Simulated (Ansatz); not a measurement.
# NiI2: the cost of one run

All numbers are computed with the Python package of Ansatz 0.2.0. Level of theory: DFT r2SCAN, plane waves, PAW.

The COD entry's cell or inner coordinates are ideal or old and differ from later refinements, so a difference from it is no clean test against experiment.

## Step 1: The system

Symmetry: R-3m, No. 166, trigonal system. The conventional cell has a = 3.892 Å, b = 3.892 Å, c = 19.634 Å, α = 90.00°, β = 90.00°, γ = 120.00°. Around Ni (site symmetry -3m) lie 6 I at 2.78 Å. Around I (site symmetry 3m) lie 3 Ni at 2.78 Å.

The script holds or builds the structure itself.

## Step 2: The script

Input file nii2_fsm.py:

```python
"""Fixed-spin-moment curve of NiI2."""

from dataclasses import dataclass
import warnings

import ansatz as az


@dataclass
class Options:
    occupations: str = "fermi_dirac"
    width_ev: float = 0.15
    tolerance: float = 1e-10
    cutoff: int = 600


opts = Options()

warnings.simplefilter("ignore", az.DeckWarning)

lattice = az.Lattice.of(
    (1.946, 1.12352362, 6.54466667),
    (-1.946, 1.12352362, 6.54466667),
    (0.0, -2.24704725, 6.54466667),
)
sites = [
    ("Ni", (0.0, 0.0, 0.0)),
    ("I", (0.25, 0.25, 0.25)),
    ("I", (0.75, 0.75, 0.75)),
]
system = az.Crystal(lattice=lattice)
for symbol, position in sites:
    system = system.atom(symbol, position)

base = (
    system.calculation()
    .kpoints(10)
    .occupations(opts.occupations, width=opts.width_ev)
    .pseudopotentials("paw")
    .scf(tolerance=opts.tolerance)
    .basis(opts.cutoff)
    .functional(az.Functional.R2SCAN)
)
# a hard lock holds the total moment, with one Fermi level a spin
rows = []
for total in [0.0, 0.4, 0.9, 1.3, 1.8]:
    summary = base.spin("collinear", total=total, lock="hard").run(threads=1, pin="off").report
    up, down = summary["spin_fermi_energies_ev"]
    rows.append((total, summary["free_energy_ev"], up - down, summary["absolute_magnetization_mub"]))
reference = rows[0][1]
rows = [(m, 1000 * (e - reference), split, size) for m, e, split, size in rows]
print("     total muB    F - F(0) meV  EF up - down eV    absolute muB")
for row in rows:
    print(f"{str(row[0]):>14s}  {row[1]:14.2f}  {row[2]:15.4f}  {row[3]:14.3f}")
best = min(rows, key=lambda row: row[1])
print(f"lowest at {best[0]} muB per cell, {best[1]:.1f} meV against the first point")
```

## Step 3: Running it

On the command line:

```console
$ python nii2_fsm.py
```

What time and memory should one allow on 1 thread of Intel Xeon 6975P-C (Granite Rapids), shared host?

About 13 min, with a peak of 2 GiB.
